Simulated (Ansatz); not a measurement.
# HfBr: the cost of one run

Computed with Ansatz 0.2.0 (DFT PBE, scalar-relativistic, plane waves, PAW, unless a step's input says otherwise).

## 1. The system as given

Symmetry: P6/mmm, No. 191, hexagonal system. Conventional cell: a = 3.190 Å, b = 3.190 Å, c = 6.775 Å, α = 90.00°, β = 90.00°, γ = 120.00°. Hf (site symmetry 6/mmm) has 6 Hf at 3.19 Å and 2 Br at 3.39 Å in its first shell of neighbours. Br (site symmetry 6/mmm) has 6 Br at 3.19 Å and 2 Hf at 3.39 Å in its first shell of neighbours.

Structure file:

```xyz
2
Lattice="3.1897 0.0000 0.0000 -1.5948 2.7623 0.0000 0.0000 0.0000 6.7749" Properties=species:S:1:pos:R:3 pbc="T T T"
Hf    0.0000    0.0000    3.3875
Br    0.0000    0.0000    0.0000
```

Recipe of the guess: random cell by space group and Wyckoff sites (P6/mmm, No. 191). Lengths come from tabulated atomic sizes and are only a guess.

## 2. A first look at the guess

File input.yaml:

```yaml
crystal:
  lattice:
    - [3.18968223, 0.0, 0.0]
    - [-1.59484112, 2.76234584, 0.0]
    - [0.0, 0.0, 6.77494839]
  atoms:
    - { symbol: Hf, position: [0.0, 0.0, 0.5] }
    - { symbol: Br, position: [0.0, 0.0, 0.0] }
basis:
  ecutwfc: 420
kpoints:
  mp_grid: { grid: [6, 6, 4] }
hamiltonian:
  xc: pbe
scf:
  occupations: { method: gaussian, width: 0.1 }
  lower_state_search: "off"
output:
  forces: true
  stress: true
  eigenvalues: true
```

Launch:

```
> ansatz run input.yaml --threads 1 --pin off --max-ram 2560MiB --backend cpu --events-out ev --progress --plain --runs-dir out
```

What time and memory should one allow on 1 thread of Arm Neoverse V2, shared host?

About 1.7 s, with a peak of 0.31 GiB.
